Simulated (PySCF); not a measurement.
# From one method to the next for InS

What do other methods print for InS?

Program: PySCF 2.14.0. Level of theory: each script names its method and basis. These are calculated values, not measurements.

## 1. The system as given

InS: 2 atoms, charge 0, spin multiplicity 2.

Bond lengths: In1–S2 2.375 Å.

## 2. The base run

The input, input.py:

```python
from pyscf import gto, scf, mp

mol = gto.M(
    atom='In 0 0 0; S 0 0 2.375',
    basis='def2-svp',
    ecp={'In': 'def2-svp'},
    charge=0,
    spin=1,
    verbose=4,
)
mf = scf.UHF(mol)
mf.kernel()
mp.MP2(mf, frozen=9).kernel()
mf.dip_moment()
print('orbital energies (hartree):', [e[max(0, n-3):n+3].round(4) for e, n in zip(mf.mo_energy, mol.nelec)])
```

Command:

```
> OMP_NUM_THREADS=1 python input.py
```

## 3. Frozen orbitals none

Run 1 changes frozen orbitals: 9 → none.

input.py, as its differences from that of step 2:

```diff
@@ -12,3 +12,3 @@
 mf.kernel()
-mp.MP2(mf, frozen=9).kernel()
+mp.MP2(mf).kernel()
 mf.dip_moment()
```

## 4. Geometry optimisation

Run 2 changes step after the SCF: mp2 → optimize.

The input, input.py:

```python
from pyscf import gto, scf
from pyscf.geomopt.geometric_solver import optimize

mol = gto.M(
    atom='In 0 0 0; S 0 0 2.375',
    basis='def2-svp',
    ecp={'In': 'def2-svp'},
    charge=0,
    spin=1,
    verbose=4,
)
mf = scf.UHF(mol)
mf.kernel()
mol_eq = optimize(mf, maxsteps=30)
print('optimised geometry (angstrom)')
print(mol_eq.tostring('raw'))
print('orbital energies (hartree):', [e[max(0, n-3):n+3].round(4) for e, n in zip(mf.mo_energy, mol.nelec)])
```

## 5. SCF alone

Run 3 changes step after the SCF: mp2 → none.

input.py, as its differences from that of step 2:

```diff
@@ -1,2 +1,2 @@
-from pyscf import gto, scf, mp
+from pyscf import gto, scf
 
@@ -12,3 +12,2 @@
 mf.kernel()
-mp.MP2(mf, frozen=9).kernel()
 mf.dip_moment()
```

## 6. Lc_wpbe (UKS)

Run 4 changes functional: none (Hartree–Fock) → lc_wpbe; SCF type: UHF → UKS; step after the SCF: mp2 → analyze.

input.py, as its differences from that of step 2:

```diff
@@ -1,2 +1,2 @@
-from pyscf import gto, scf, mp
+from pyscf import gto, dft
 
@@ -10,5 +10,5 @@
 )
-mf = scf.UHF(mol)
+mf = dft.UKS(mol, xc='lc_wpbe')
 mf.kernel()
-mp.MP2(mf, frozen=9).kernel()
+mf.mulliken_pop()
 mf.dip_moment()
```

## 7. Frequency run

Run 5 changes step after the SCF: mp2 → frequency.

input.py, as its differences from that of step 2:

```diff
@@ -1,2 +1,3 @@
-from pyscf import gto, scf, mp
+from pyscf import gto, scf
+from pyscf.hessian import thermo
 
@@ -12,3 +13,4 @@
 mf.kernel()
-mp.MP2(mf, frozen=9).kernel()
+hess = mf.Hessian().kernel()
+print('wavenumber (cm^-1) =', thermo.harmonic_analysis(mol, hess)['freq_wavenumber'].round(1))
 mf.dip_moment()
```

Before running it: what results should come out? Wanted: for each run, E(SCF); from base; gap, α spin; SCF dipole; after the SCF.

As calculated:

| run | E(SCF) (hartree) | from base (eV) | cycles | gap, α spin (eV) | SCF dipole (D) | after the SCF |
| --- | --- | --- | --- | --- | --- | --- |
| base | -586.636807 | 0 | 11 | 8.95 | 1.68 | MP2 correlation -4.431 eV, core frozen |
| frozen orbitals none | -586.636807 | 0.0000 | 11 | 8.95 | 1.68 | MP2 correlation -5.098 eV |
| geometry optimisation | -586.636807 | 0.0000 | 11 | 8.95 | n/a | bond 2.542 Å, -0.144 eV |
| SCF alone | -586.636807 | 0.0000 | 11 | 8.95 | 1.68 | n/a |
| lc_wpbe (UKS) | -588.093033 | not comparable | 12 | 8.90 | 1.79 | n/a |
| frequency run | -586.636807 | 0.0000 | 11 | 8.95 | 1.68 | highest mode 404 cm⁻¹ |

SCF columns refer to the geometry typed in the script.

In words: A lower total energy from another functional means nothing by itself. The dearest run is “frequency run”, at 13 s against 1.6 s.
